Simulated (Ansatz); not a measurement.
**C₃H₉Bi: how energies converge with the basis set**

One table from this session's results is given with a row withheld; the runs are named, their logs left out.

Computed with Ansatz 0.2.0, Gaussian basis. Level: one geometry, several basis sets.

The runs, in order: PBE0-D4/def2-SVP; ωB97M-V/def2-SVP; PBE0-D4/def2-QZVPP; ωB97M-V/def2-QZVPP; the functionals' def2-TZVPP values are taken from earlier runs.

## The geometry

The geometry comes from an earlier relaxation with PBE0-D4 in a triple-zeta def2 set; it is a stationary point, not always the lowest conformer. Bi takes the def2 core potential; no spin-orbit term is included.

SMILES `[CH3][Bi]([CH3])[CH3]`, 13 atoms, charge 0, spin multiplicity 1.

Atoms are counted from 1 here; the program's logs count them from 0.

Bond lengths: C1–Bi2 2.253 Å, C1–H5 1.090 Å, C1–H6 1.090 Å, C1–H7 1.090 Å, Bi2–C3 2.253 Å, Bi2–C4 2.253 Å, C3–H8 1.090 Å, C3–H9 1.090 Å, C3–H10 1.090 Å, C4–H11 1.090 Å, C4–H12 1.090 Å, C4–H13 1.090 Å. Angles: Bi2–C1–H5 109.4°, Bi2–C1–H6 109.2°, Bi2–C1–H7 109.4°, H5–C1–H6 109.7°, H5–C1–H7 109.3°, H6–C1–H7 109.7°, C1–Bi2–C3 93.1°, C1–Bi2–C4 93.1°, C3–Bi2–C4 93.1°, Bi2–C3–H8 109.2°, Bi2–C3–H9 109.4°, Bi2–C3–H10 109.4°, H8–C3–H9 109.7°, H8–C3–H10 109.7°, H9–C3–H10 109.3°, Bi2–C4–H11 109.4°, Bi2–C4–H12 109.4°, Bi2–C4–H13 109.2° and more.

Geometry (Å):

```xyz
13
charge 0, multiplicity 1
C    -1.11742    1.49919   -0.25181
Bi    0.65447    0.34490   -1.03013
C     1.59001    0.16345    1.01182
C    -0.40420   -1.63676   -0.85703
H    -0.80888    2.51562   -0.00609
H    -1.50259    1.00547    0.64015
H    -1.89267    1.53354   -1.01766
H     0.82946   -0.14771    1.72769
H     2.00287    1.12785    1.30878
H     2.39034   -0.57626    0.97976
H     0.31978   -2.44525   -0.96150
H    -1.15180   -1.71879   -1.64638
H    -0.88876   -1.69994    0.11710
```

The first run:

in.yaml reads:

```yaml
crystal:
  periodic: [false, false, false]
  atoms:
    - {symbol: C, position_ang: [-1.117420, 1.499190, -0.251814]}
    - {symbol: Bi, position_ang: [0.654468, 0.344902, -1.030132]}
    - {symbol: C, position_ang: [1.590009, 0.163445, 1.011825]}
    - {symbol: C, position_ang: [-0.404199, -1.636761, -0.857032]}
    - {symbol: H, position_ang: [-0.808880, 2.515618, -0.006092]}
    - {symbol: H, position_ang: [-1.502589, 1.005465, 0.640152]}
    - {symbol: H, position_ang: [-1.892669, 1.533540, -1.017664]}
    - {symbol: H, position_ang: [0.829456, -0.147708, 1.727694]}
    - {symbol: H, position_ang: [2.002866, 1.127849, 1.308779]}
    - {symbol: H, position_ang: [2.390336, -0.576258, 0.979764]}
    - {symbol: H, position_ang: [0.319782, -2.445247, -0.961499]}
    - {symbol: H, position_ang: [-1.151805, -1.718793, -1.646381]}
    - {symbol: H, position_ang: [-0.888756, -1.699942, 0.117101]}
basis:
  gaussian: {orbitals: def2-SVP}
hamiltonian: {xc: pbe0, dispersion: d4}
output: {orbitals: {seedname: orbitals}}
```

Started as:

```console
$ ansatz run in.yaml --threads 4 --pin off --events-out ev --progress --plain --max-ram 10444MiB
```

Among the steps run: PBE0-D4 in def2-SVP; ωB97M-V in def2-SVP; PBE0-D4 in def2-QZVPP; ωB97M-V in def2-QZVPP.

One table of the session follows, with a row left open; its other results are not shown here.

It belongs to the step «Density functionals: the series». 

| functional | basis | HOMO (eV) | LUMO (eV) |
| --- | --- | --- | --- |
| PBE0-D4 | def2-SVP | -6.49 | 0.58 |
| PBE0-D4 | def2-TZVPP | ? | ? |
| PBE0-D4 | def2-QZVPP | -6.57 | 0.08 |
| ωB97M-V | def2-SVP | -8.52 | 2.28 |
| ωB97M-V | def2-TZVPP | -8.61 | 1.63 |
| ωB97M-V | def2-QZVPP | -8.62 | 1.35 |

Q: Estimate the row for PBE0-D4, def2-TZVPP from the others.

The run gave: HOMO (eV): -6.56; LUMO (eV): 0.20. In the column «HOMO (eV)» it lies between PBE0-D4, def2-QZVPP (-6.57) and PBE0-D4, def2-SVP (-6.49).
